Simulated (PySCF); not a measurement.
# C2H5F3OSi: the cost of one run

Computed with PySCF 2.14.0, with density-fitted response routines of our own, on a single molecule in the gas phase. Atoms are numbered from 0 throughout.

### Step 1. Starting geometry

12 atoms, charge 0, multiplicity 1; geometry from: GFN2-xTB. The atoms were then displaced at random by about 0.01 Å, so the start is not that level's minimum.

Bonds of the start (Å): O0–Si1 1.62, Si1–C2 1.93, C2–C3 1.45, C3–F4 1.34, C3–F5 1.37, C3–F6 1.35, O0–H7 0.96, Si1–H8 1.45, Si1–H9 1.45, C2–H10 1.07, C2–H11 1.10.

### Step 2. Relaxing the molecule at PBE0-D3(BJ)/def2-SVP

What the job is given:

```
{"job": {"xc": "PBE0", "basis": "def2-SVP", "d3": "d3bj", "grid": 1, "shake": 0.01, "kind": "geom"}, "charge": 0, "multiplicity": 1}
O      1.732600     0.909980     1.135640
Si     1.272640     0.410110    -0.334880
C     -0.192960    -0.840080    -0.210140
C     -1.359330    -0.185550     0.358200
F     -1.174690     0.352550     1.568770
F     -2.432500    -1.026040     0.526120
F     -1.843770     0.814020    -0.404700
H      1.116470     1.267670     1.784140
H      0.834090     1.505410    -1.183940
H      2.445990    -0.320070    -0.775350
H     -0.447620    -1.245740    -1.165920
H      0.088780    -1.670520     0.457750
```

Launch:

```console
$ OMP_NUM_THREADS=1 python probes_run.py task.json out
```

This one command runs all jobs of the session in turn.

Q: Estimate the wall time and peak memory of this first job on 1 thread of Arm Neoverse N1, shared host.

About 57 s, with a peak of 0.5 GiB.
